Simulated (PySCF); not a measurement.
# [WO(OH)3]+: other functionals and bases at one geometry

One table from this session's results is given with a row withheld; the runs are named, their logs left out.

Computed with PySCF 2.14.0. Level: several levels, as the steps say, no spin–orbit coupling.

3 further runs of the same task are left out: 2 for a known fault of the program, 1 that didn't finish.

## The starting structure

8 atoms, charge 1, spin multiplicity 1.

Bond lengths: W1–O2 1.680 Å, W1–O3 1.828 Å, W1–O5 1.828 Å, W1–O7 1.828 Å, O3–H4 0.973 Å, O5–H6 0.974 Å, O7–H8 0.973 Å. Angles: O2–W1–O3 108.4°, O2–W1–O5 108.5°, O2–W1–O7 108.5°, O3–W1–O5 110.5°, O3–W1–O7 110.4°, O5–W1–O7 110.4°, W1–O3–H4 146.3°, W1–O5–H6 146.3°, W1–O7–H8 147.0°.

Geometry (Å):

```xyz
8

W    -0.1529   -0.1147   -0.1726
O     0.8818    0.7555    0.8248
O    -1.3055   -1.0648    0.8813
H    -1.5773   -1.2853    1.7896
O     0.8489   -1.2434   -1.2046
H     1.7433   -1.5531   -1.4321
O    -1.0728    1.0636   -1.2240
H    -1.2289    1.9936   -1.4643
```

Formal oxidation states: W +6. An earlier session relaxed this geometry at B3LYP, W def2-SVP with ECP60, O def2-SVP, H def2-SVP (singlet, point group C3v).

At B3LYP on the finer grid: E = -369.489763 Eh, HOMO -15.37 eV, LUMO -7.76 eV, Mulliken charge on W1 +1.43 e, largest force component 0.024 eV/Å. 

Levels to run: BP86; wB97X; PBE0; TPSSh; B3LYP, TZVP; B3LYP, x2c-SVP. Hardware: 2 threads of Arm Neoverse V1, shared host.

Set-up of the first run:

File run.py (the lines that set the calculation):

```python
mol = gto.M(atom='''
W     -0.15286    -0.11472    -0.17258
O      0.88178     0.75546     0.82479
O     -1.30551    -1.06483     0.88129
H     -1.57732    -1.28530     1.78960
O      0.84887    -1.24337    -1.20455
H      1.74335    -1.55307    -1.43211
O     -1.07283     1.06359    -1.22400
H     -1.22894     1.99363    -1.46430''',
    basis={'W': 'def2-SVP', 'O': 'def2-SVP', 'H': 'def2-SVP'},
    ecp={'W': 'def2-SVP'},
    charge=1, spin=0)
mf = dft.RKS(mol, xc='B88,P86')
mf.grids.atom_grid = (75, 302)
mf = mf.density_fit()  # fitting sets: W def2-universal-JKFIT, O def2-universal-JKFIT, H def2-universal-JKFIT
mf.conv_tol = 1e-08; mf.max_cycle = 55
mf.kernel(dm0)  # dm0: the density of the relaxed state
```

Started as:

```sh
$ OMP_NUM_THREADS=2 python run.py
```

Steps of the session up to this table: BP86; wB97X; PBE0; TPSSh; B3LYP, TZVP; B3LYP, x2c-SVP.

One table of the session follows, with a row left open; its other results are not shown here.

| level | HOMO (eV) | gap (eV) | charge on W1 (e) | dipole (D) | largest force component (eV/Å) |
| --- | --- | --- | --- | --- | --- |
| B3LYP (relaxed here) | -15.37 | 7.62 | 1.43 | 0.61 | 0.02 |
| BP86 | -14.08 | 5.70 | 1.28 | 0.61 | 0.53 |
| wB97X | -18.15 | 12.80 | 1.49 | 0.57 | 0.80 |
| PBE0 | -15.72 | 8.13 | 1.48 | 0.59 | 0.51 |
| TPSSh | -14.75 | 6.80 | 1.46 | 0.62 | 0.13 |
| B3LYP, TZVP | ? | ? | ? | ? | ? |
| B3LYP, x2c-SVP | -15.46 | 7.38 | 1.39 | 0.57 | 0.76 |

**Question.** Estimate the row for B3LYP, TZVP.

As computed: HOMO (eV): -15.45; gap (eV): 7.69; charge on W1 (e): 1.80; dipole (D): 0.69; largest force component (eV/Å): 0.25. In the column «HOMO (eV)» it lies between B3LYP, x2c-SVP (-15.46) and B3LYP (relaxed here) (-15.37).

The dipole of a charged species depends on the origin, so these sizes hold for this origin alone.

In one basis the HOMO–LUMO gap runs from 5.70 eV (BP86) to 12.80 eV (wB97X). The largest leftover force, 0.80 eV/Å with wB97X, stands at a geometry relaxed at another level. Total energies of different levels can't be compared.
